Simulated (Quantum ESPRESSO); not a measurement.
# TaAg3Br (P4mm) in Quantum ESPRESSO: projected density of states with optB88-vdW

Aim: the projected density of states of TaAg3Br with optB88-vdW.

Program: Quantum ESPRESSO 7.5. These are calculated values, not measurements. Logs are shortened: lines on timing, memory, paths and dates and some standing lists are left out, and cuts for length are marked.

**1. The crystal as given**

The structure is tetragonal, space group P4mm (No. 99). The conventional cell has a = 4.386 Å, b = 4.386 Å, c = 5.550 Å, α = 90.00°, β = 90.00°, γ = 90.00°. Around Ta (site symmetry 4mm) lie 12 Ag at 3.16 to 3.54 Å and 4 Br at 3.62 Å. Ag (site symmetry 4mm) has 1 Br at 2.46 Å as nearest neighbours. Ag (site symmetry 2mm) has 2 Br at 2.37 Å as nearest neighbours. Br (site symmetry 4mm) has 5 Ag at 2.37 to 2.46 Å as nearest neighbours.

The cell was built by a generator and needn't be a form met in nature.

**2. Projected density of states, optB88-vdW**

pw.in

```
&CONTROL
  calculation = 'scf'
  prefix = 'pwscf'
  outdir = './tmp'
  pseudo_dir = './pseudo'
  tprnfor = .true.
  tstress = .true.
  disk_io = 'low'
/
&SYSTEM
  ibrav = 0
  nat = 5
  ntyp = 3
  ecutwfc = 45
  ecutrho = 360
  nbnd = 51
  input_dft = 'vdw-df-obk8'
  occupations = 'smearing'
  smearing = 'fd'
  degauss = 0.01469973
/
&ELECTRONS
  conv_thr = 1d-09
  electron_maxstep = 120
  mixing_beta = 0.5
/
ATOMIC_SPECIES
Ta   180.9479 ta_lda_v1.uspp.F.UPF
Ag   107.8682 ag_lda_v1.4.uspp.F.UPF
Br    79.9040 br_lda_v1.4.uspp.F.UPF
CELL_PARAMETERS bohr
   8.2885221238    0.0000000000    0.0000000000
   0.0000000000    8.2885221238    0.0000000000
   0.0000000000    0.0000000000   10.4879207110
ATOMIC_POSITIONS bohr
Ta     0.0000000000    0.0000000000    0.0000000000
Ag     4.1442610619    4.1442610619    1.1106708033
Ag     0.0000000000    4.1442610619    5.2439603555
Ag     4.1442610619    0.0000000000    5.2439603555
Br     4.1442610619    4.1442610619    6.9430035107
K_POINTS automatic
5 5 4 0 0 0
```

nscf.in

```
&CONTROL
  calculation = 'nscf'
  prefix = 'pwscf'
  outdir = './tmp'
  pseudo_dir = './pseudo'
  disk_io = 'low'
/
&SYSTEM
  ibrav = 0
  nat = 5
  ntyp = 3
  ecutwfc = 45
  ecutrho = 360
  nbnd = 51
  input_dft = 'vdw-df-obk8'
  occupations = 'tetrahedra_opt'
/
&ELECTRONS
  conv_thr = 1d-08
  electron_maxstep = 120
  mixing_beta = 0.5
/
ATOMIC_SPECIES
Ta   180.9479 ta_lda_v1.uspp.F.UPF
Ag   107.8682 ag_lda_v1.4.uspp.F.UPF
Br    79.9040 br_lda_v1.4.uspp.F.UPF
CELL_PARAMETERS bohr
   8.2885221238    0.0000000000    0.0000000000
   0.0000000000    8.2885221238    0.0000000000
   0.0000000000    0.0000000000   10.4879207110
ATOMIC_POSITIONS bohr
Ta     0.0000000000    0.0000000000    0.0000000000
Ag     4.1442610619    4.1442610619    1.1106708033
Ag     0.0000000000    4.1442610619    5.2439603555
Ag     4.1442610619    0.0000000000    5.2439603555
Br     4.1442610619    4.1442610619    6.9430035107
K_POINTS automatic
8 8 6 0 0 0
```

projwfc.in

```
&PROJWFC
  prefix = 'pwscf'
  outdir = './tmp'
  filpdos = 'p'
  Emin = -2
  Emax = 23
  DeltaE = 0.05
/
```

Potentials or basis: GBRV 1.5 LDA.

Launch:

```console
> OMP_NUM_THREADS=1 pw.x -in pw.in > pw.out
> OMP_NUM_THREADS=1 pw.x -in nscf.in > nscf.out
> OMP_NUM_THREADS=1 projwfc.x -in projwfc.in > projwfc.out
```

pw.out:

```text
This program is part of the open-source Quantum ESPRESSO suite
     for quantum simulation of materials; please cite
         "P. Giannozzi et al., J. Phys.:Condens. Matter 21 395502 (2009);
         "P. Giannozzi et al., J. Phys.:Condens. Matter 29 465901 (2017);
         "P. Giannozzi et al., J. Chem. Phys. 152 154105 (2020);
     in publications or presentations arising from this work. More details at

     IMPORTANT: XC functional enforced from input :
     Exchange-correlation= VDW-DF-OBK8
                           (   1   4  23   0   1   0   0)
     Any further DFT definition will be discarded
     Please, verify this is what you really want

     Message from routine setup:
     using ibrav=0 with symmetry is DISCOURAGED, use correct ibrav instead

     G-vector sticks info
     --------------------
     sticks:   dense  smooth     PW     G-vecs:    dense   smooth      PW
     Sum        1969     981    293                83111    29425    4645

     Using Slab Decomposition

     bravais-lattice index     =            0
     lattice parameter (alat)  =       8.2885  a.u.
     unit-cell volume          =     720.5159 (a.u.)^3
     number of atoms/cell      =            5
     number of atomic types    =            3
     number of electrons       =        77.00
     number of Kohn-Sham states=           51
     kinetic-energy cutoff     =      45.0000  Ry
     charge density cutoff     =     360.0000  Ry
     scf convergence threshold =      1.0E-09
     mixing beta               =       0.5000
     number of iterations used =            8  plain     mixing
     Exchange-correlation= VDW-DF-OBK8
                           (   1   4  23   0   1   0   0)

     celldm(1)=   8.288522  celldm(2)=   0.000000  celldm(3)=   0.000000
     celldm(4)=   0.000000  celldm(5)=   0.000000  celldm(6)=   0.000000

     crystal axes: (cart. coord. in units of alat)
               a(1) = (   1.000000   0.000000   0.000000 )
               a(2) = (   0.000000   1.000000   0.000000 )
               a(3) = (   0.000000   0.000000   1.265355 )

     reciprocal axes: (cart. coord. in units 2 pi/alat)
               b(1) = (  1.000000  0.000000  0.000000 )
               b(2) = (  0.000000  1.000000  0.000000 )
               b(3) = (  0.000000  0.000000  0.790292 )

     PseudoPot. # 1 for Ta read from file:
     ta_lda_v1.uspp.F.UPF
     Pseudo is Ultrasoft + core correction, Zval = 13.0
     Generated by new atomic code, or converted to UPF format
     Using radial grid of  921 points,  7 beta functions with:
                l(1) =   0
                l(2) =   0
                l(3) =   1
                l(4) =   1
                l(5) =   2
                l(6) =   2
[... 86 lines left out ...]
     %   T. Thonhauser et al., PRL 115, 136402 (2015).                      %
     %   T. Thonhauser et al., PRB 76, 125112 (2007).                       %
     %   K. Berland et al., Rep. Prog. Phys. 78, 066501 (2015).             %
     %   D.C. Langreth et al., J. Phys.: Condens. Matter 21, 084203 (2009). %
     %                                                                      %
     % If you are calculating stress with vdW-DF, please also cite:         %
     %                                                                      %
     %   R. Sabatini et al., J. Phys.: Condens. Matter 24, 424209 (2012).   %
     %                                                                      %
     %%%%%%%%%%%%%%%%%%%%%%%%%%%%%%%%%%%%%%%%%%%%%%%%%%%%%%%%%%%%%%%%%%%%%%%%

     %%%%%%%%%%%%%%%%%%%%%%%%%%%%%%%%%%%%%%%%%%%%%%%%%%%%%%%%%%%%%%%%%%%%%%%%
     %                                                                      %
     %  vdW-DF NEWS:                                                        %
     %                                                                      %
     %  * vdW-DF3 is now available. DOI: 10.1021/acs.jctc.0c00471           %
     %    use with input_dft = 'vdW-DF3-opt1' or 'vdW-DF3-opt2'             %
     %                                                                      %
     %  * Unscreened and range-separated hybrid vdW-DF-cx functionals       %
     %    DOI: 10.1063/1.4986522 and 10.1088/1361-648X/ac2ad2               %
     %    use with input_dft = 'vdW-DF-cx0'    and 'vdW-DF-ahcx'            %
     %  * Unscreened and range-separated hybrid vdW-DF2-b86r functionals    %
     %    DOI: 10.1063/1.4986522 and DOI: 10.1103/PhysRevX.12.041003        %
     %    use with input_dft = 'vdW-DF2-br0' and 'vdW-DF2-ahbr'             %
     %                                                                      %
     %%%%%%%%%%%%%%%%%%%%%%%%%%%%%%%%%%%%%%%%%%%%%%%%%%%%%%%%%%%%%%%%%%%%%%%%

     Starting wfcs are   56 randomized atomic wfcs

     Self-consistent Calculation

     iteration #  1     ecut=    45.00 Ry     beta= 0.50
     Davidson diagonalization with overlap
     ethr =  1.00E-02,  avg # of iterations =  3.9

     negative rho (up, down):  9.856E-02 0.000E+00
[... 103 lines left out ...]
     iteration # 13     ecut=    45.00 Ry     beta= 0.50
     Davidson diagonalization with overlap
     ethr =  1.74E-12,  avg # of iterations =  2.1

     negative rho (up, down):  9.984E-02 0.000E+00

     End of self-consistent calculation

          k = 0.0000 0.0000 0.0000 (  3655 PWs)   bands (ev):

   -79.3399 -79.3357 -78.9180 -56.1034 -43.1311 -43.1311 -42.9033 -42.8962
   -42.8868 -42.8868 -42.5851 -42.4935 -42.4935 -22.3761 -22.3638 -22.3638
    -5.4862   4.9110   5.3528   5.3528   6.9005   7.1773   7.6413   7.8963
     8.2772   8.3470   8.3470   8.4797   8.5588   8.5588   8.9831   9.0301
     9.1061   9.6532   9.6532   9.9675  12.7441  12.9483  13.8402  13.8402
    14.1230  14.2888  16.6205  16.9396  17.3066  17.3066  19.2375  19.2375
    19.2921  19.5656  22.5157
[... 163 lines left out ...]
   -79.3380 -79.3376 -78.9181 -56.1033 -43.1521 -43.1092 -42.9060 -42.9003
   -42.8996 -42.8705 -42.5854 -42.4937 -42.4936 -22.3757 -22.3685 -22.3685
    -5.1300   4.3633   4.4916   5.4562   7.3833   7.6811   7.8570   7.8731
     7.9415   7.9757   7.9767   8.5342   8.6265   8.8397   8.8940   8.9415
     9.1604   9.6370   9.8376  11.6638  12.2925  12.6701  13.2805  13.6681
    14.0563  14.0815  14.7142  15.4203  16.7822  17.8782  18.1896  19.9419
    22.1679  22.2097  22.4758

     the Fermi energy is    13.2131 ev

!    total energy              =   -1078.58865456 Ry
     estimated scf accuracy    <          1.6E-10 Ry
     smearing contrib. (-TS)   =      -0.05271247 Ry
     internal energy E=F+TS    =   -1078.53594209 Ry

     The total energy is F=E-TS. E is the sum of the following terms:
     one-electron contribution =    -558.82426272 Ry
     hartree contribution      =     307.65857712 Ry
     xc contribution           =    -157.26167687 Ry
     ewald contribution        =    -670.10857963 Ry

     convergence has been achieved in  13 iterations

     negative rho (up, down):  9.984E-02 0.000E+00

     Forces acting on atoms (cartesian axes, Ry/au):

     atom    1 type  1   force =     0.00000000    0.00000000    0.02478318
     atom    2 type  2   force =     0.00000000    0.00000000    0.06136274
     atom    3 type  2   force =     0.00000000    0.00000000   -0.09974338
     atom    4 type  2   force =     0.00000000    0.00000000   -0.09974338
     atom    5 type  3   force =     0.00000000    0.00000000    0.11334084

     Total force =     0.192674     Total SCF correction =     0.000031

     Computing stress (Cartesian axis) and pressure

     negative rho (up, down):  9.984E-02 0.000E+00
          total   stress  (Ry/bohr**3)                   (kbar)     P=       69.56
   0.00049854   0.00000000   0.00000000           73.34        0.00        0.00
   0.00000000   0.00049854   0.00000000            0.00       73.34        0.00
   0.00000000   0.00000000   0.00042140            0.00        0.00       61.99

=------------------------------------------------------------------------------=
   JOB DONE.
=------------------------------------------------------------------------------=
```

projwfc.out:

```text
This program is part of the open-source Quantum ESPRESSO suite
     for quantum simulation of materials; please cite
         "P. Giannozzi et al., J. Phys.:Condens. Matter 21 395502 (2009);
         "P. Giannozzi et al., J. Phys.:Condens. Matter 29 465901 (2017);
[... 140 lines left out ...]
     Atom #   5: total charge =   6.1739, p =  4.5222, pz=  1.5307, px=  1.4958, py=  1.4958,
     Atom #   5: total charge =   6.1739, d =  0.0000, dz2=  0.0000, dxz=  0.0000, dyz=  0.0000, dx2-y2=  0.0000, dxy=  0.0000,
     Spilling Parameter:   0.0011

=------------------------------------------------------------------------------=
   JOB DONE.
=------------------------------------------------------------------------------=
```

Wall time 6.3 min (1 thread of Intel Xeon Platinum 8488C (Sapphire Rapids), shared host); peak memory 0.63 GiB.

Results:

| Item | Value |
| --- | --- |
| Free energy | -14674.9462 eV |
| Pressure | 7.0 GPa |
| Largest force | 2.914 eV/Å |
| Band gap on the k mesh | none (metal or under the smearing width) |
| Loewdin charges | Ta +0.20; Ag -0.37, -0.28; Br +0.83 e |

Forces in eV/Å, atoms in the order of the input:
```
Ta   0.000  0.000  0.637
Ag   0.000  0.000  1.578
Ag   0.000  0.000 -2.565
Ag   0.000  0.000 -2.565
Br   0.000  0.000  2.914
```

Levels at points of the mesh, in eV from the Fermi level:
```csv
k point,band 36,band 37,band 38,band 39,band 40,band 41
"(0.00, 0.00, 0.00)",-3.25,-0.47,-0.26,0.63,0.63,0.91
"(0.00, 0.00, -0.50)",-1.81,-0.69,-0.29,0.17,0.38,0.38
```

States per cell in windows of 1 eV (zero at the Fermi level; states under -8 eV left out):
```tsv
from (eV)	total	Ag#2 d wfc3	Ag#3 d wfc3	Ag#4 d wfc3	Ta#1 d wfc3	Br#5 p wfc2	Ta#1 p wfc5
-8.0	2.01	0.15	0.23	0.23	0.01	1.08	0.03
-7.0	0.60	0.02	0.27	0.27	0.00	0.02	0.00
-6.0	14.71	2.83	5.16	5.16	0.17	0.12	0.19
-5.0	12.56	5.57	2.99	2.99	0.18	0.15	0.13
-4.0	3.33	0.86	0.70	0.70	0.10	0.46	0.06
-3.0	1.89	0.19	0.27	0.27	0.12	0.34	0.06
-2.0	1.39	0.10	0.06	0.06	0.29	0.13	0.08
-1.0	4.73	0.15	0.11	0.11	2.76	0.21	0.20
0.0	5.47	0.11	0.09	0.09	4.13	0.31	0.16
1.0	2.32	0.04	0.04	0.04	1.04	0.16	0.27
2.0	1.39	0.02	0.02	0.02	0.28	0.08	0.21
3.0	2.74	0.02	0.02	0.02	0.39	0.15	0.24
4.0	2.63	0.02	0.02	0.02	0.19	0.15	0.35
5.0	2.05	0.02	0.01	0.01	0.11	0.10	0.40
6.0	2.49	0.01	0.01	0.01	0.09	0.09	0.33
7.0	2.16	0.01	0.01	0.01	0.05	0.06	0.34
```

Caveat: the potentials were made for another functional, which shifts forces and pressure; an odd number of electrons without spin polarisation forces a metal; a magnetic or distorted state may lie lower.
